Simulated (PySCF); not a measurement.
# C6H12ClN: the cost of one run

Computed with PySCF 2.14.0 and routines of our own; the level stands in each step. Atoms count from 0.

## (1) The system as given

20 atoms, charge 0, multiplicity 1; geometry from: GFN2-xTB.

## (2) Magnetic properties: GIAO KT3/pcSseg-1

The job: settings as JSON, then the geometry in Å.

```
{"job": {"kind": "mag", "xc": "KT3", "basis": "pcSseg-1", "isotopologues": 2}, "charge": 0, "multiplicity": 1}
C     -2.544314     0.737664     0.421565
C     -1.887412     0.672759    -0.961775
N     -0.476302     0.346285    -0.969736
C     -0.144959    -0.995624    -0.536024
C      1.360660    -1.230715    -0.707835
C      2.141018    -0.432677     0.285752
C      2.958513     0.549892    -0.047810
Cl     3.832314     1.473913     1.116744
H     -2.004206     1.432049     1.062991
H     -3.571834     1.079057     0.329798
H     -2.550898    -0.240490     0.896601
H     -2.400195    -0.073048    -1.576553
H     -1.991099     1.644610    -1.453425
H      0.041129     1.020425    -0.412651
H     -0.421288    -1.202980     0.511752
H     -0.697515    -1.692717    -1.173387
H      1.569077    -2.291793    -0.556538
H      1.644810    -0.953036    -1.722184
H      1.987022    -0.682416     1.326816
H      3.150332     0.849523    -1.066228
```

Method: GIAO KT3/pcSseg-1 magnetisability, rotational g tensor and spin-rotation constants, non-relativistic, gas phase.

On the command line:

```bash
$ OMP_NUM_THREADS=1 python excited_run.py task.json out
```

The driver reads the jobs from task.json and runs them one after another.

Q: Estimate the wall time and peak memory of this first job on 1 thread of Arm Neoverse N1, shared host.

About 83 s, with a peak of 0.7 GiB.
